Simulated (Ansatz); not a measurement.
# Li3Tl2Cd (P4/mmm): scan of the energy under strain in Python

What does a strain cost in Li3Tl2Cd (P4/mmm)? The task is a scan of the energy under strain, for Li3Tl2Cd (P4/mmm).

Computed with Ansatz 0.2.0, driven from Python. Level of theory: DFT LDA, plane waves, PAW.

## 1. The system

The structure is tetragonal, space group P4/mmm (No. 123). The conventional cell has a = 3.379 Å, b = 3.379 Å, c = 10.230 Å, α = 90.00°, β = 90.00°, γ = 90.00°. Li (site symmetry 4mm) has 4 Cd at 2.90 Å and 4 Tl at 2.92 Å and 6 Li at 3.29 to 3.47 Å as nearest neighbours. Li (site symmetry 4/mmm) is surrounded by 8 Tl at 2.99 Å and 6 Li at 3.38 to 3.47 Å. Tl (site symmetry 4mm) has 8 Li at 2.92 to 2.99 Å and 1 Cd at 3.32 Å as nearest neighbours. Around Cd (site symmetry 4/mmm) lie 8 Li at 2.90 Å and 2 Tl at 3.32 Å.

No structure file is read: the coordinates are typed or built in the script.

## 2. Script

li3tl2cd_strain.py

```python
import argparse

import ansatz as az
import numpy as np
from tabulate import tabulate

parser = argparse.ArgumentParser(description="Energy of Li3Tl2Cd under biaxial strain, ions carried with the cell.")
parser.add_argument("--functional", default="LDA", help="exchange-correlation functional")
parser.add_argument("--filling", required=True, help="how the bands are filled")
parser.add_argument("--cutoff-ev", type=float, default=520.0, help="plane-wave cutoff (eV)")
parser.add_argument("--kmesh", type=int, nargs=3, required=True, help="k-point sampling")
args = parser.parse_args()

vectors0 = np.array([
    [3.37884645, 0.0, 0.0],
    [0.0, 3.37884645, 0.0],
    [0.0, 0.0, 10.22991473],
])
sites = [
    ("Li", (0.0, 0.0, 0.8390681)),
    ("Li", (0.0, 0.0, 0.1609319)),
    ("Li", (0.0, 0.0, 0.5)),
    ("Tl", (0.5, 0.5, 0.32482468)),
    ("Tl", (0.5, 0.5, 0.67517532)),
    ("Cd", (0.5, 0.5, 0.0)),
]


def make_crystal(cell):
    crystal = az.Crystal(lattice=az.Lattice.of(cell))
    for symbol, position in sites:
        crystal = crystal.atom(symbol, position)
    return crystal


def main() -> None:
    values = np.linspace(-0.02, 0.02, 5)
    energies = []
    for d in values:
        strain = np.diag([d, d, 0])
        cell = vectors0 @ (np.eye(3) + strain)
        calculation = make_crystal(cell).calculation()
        calculation = calculation.functional(args.functional).pseudopotentials("paw")
        calculation = calculation.occupations(args.filling)
        calculation = calculation.basis(args.cutoff_ev)
        calculation = calculation.kpoints(*args.kmesh)
        r = calculation.run().report
        energies.append(r["free_energy_ev"] / len(sites))
        print(f"d = {d:+.4f}  F = {energies[-1]:.5f} eV/atom")
    energies = np.array(energies)

    print(tabulate(zip(values, 1000 * (energies - energies.min())), headers=["strain", "dE (meV/atom)"], floatfmt=".3f"))
    curvature = 2 * np.polyfit(values, energies, 3)[1]
    volume = abs(np.linalg.det(vectors0)) / len(sites)
    print(f"d2E/dd2 over the volume: {curvature / volume * 160.21766:.1f} GPa")


if __name__ == "__main__":
    main()
```

## 3. The calls as engine input

The engine receives this input (first run):

```yaml
crystal:
  lattice:
    - [3.3112695210000003, 0.0, 0.0]
    - [0.0, 3.3112695210000003, 0.0]
    - [0.0, 0.0, 10.22991473]
  atoms:
    - { symbol: Li, position: [0.0, 0.0, 0.8390681] }
    - { symbol: Li, position: [0.0, 0.0, 0.1609319] }
    - { symbol: Li, position: [0.0, 0.0, 0.5] }
    - { symbol: Tl, position: [0.5, 0.5, 0.32482468] }
    - { symbol: Tl, position: [0.5, 0.5, 0.67517532] }
    - { symbol: Cd, position: [0.5, 0.5, 0.0] }
basis:
  ecutwfc: 520.0
kpoints:
  mp_grid:
    grid: [10, 10, 4]
hamiltonian:
  xc: lda
  pseudopotentials:
    kind: paw
scf:
  occupations:
    method: cold
```

## 4. Running it

On the command line:

```
$ python li3tl2cd_strain.py --filling Marzari-Vanderbilt --kmesh 10 10 4
```

**Question.** How much energy does this biaxial strain cost, and what curvature follows?

As calculated:

```
                  quantity           value
curvature under the strain       151.3 GPa
             runs compared               5
           range of energy  19.71 meV/atom
      lowest point, strain          -0.020
```

What this shows: Against the unstrained cell the energy per atom changes by -6.17 meV at one end of the scan and +13.54 meV at the other, and its second derivative over the volume is 151.3 GPa. The lowest row is an end of the scan, as the cell stands under stress. The curvature belongs to this strain pattern and to the cell's stress; it equals a single elastic constant only for simple patterns. In a metal a curvature from energy changes of a few meV or less hangs on mesh and smearing, in size and even in sign. Spin-orbit coupling, which matters for elements this heavy, is left out. The structure comes from a database of computed cells and needn't be a stable or known phase. The ions keep their fractional positions (clamped ions).
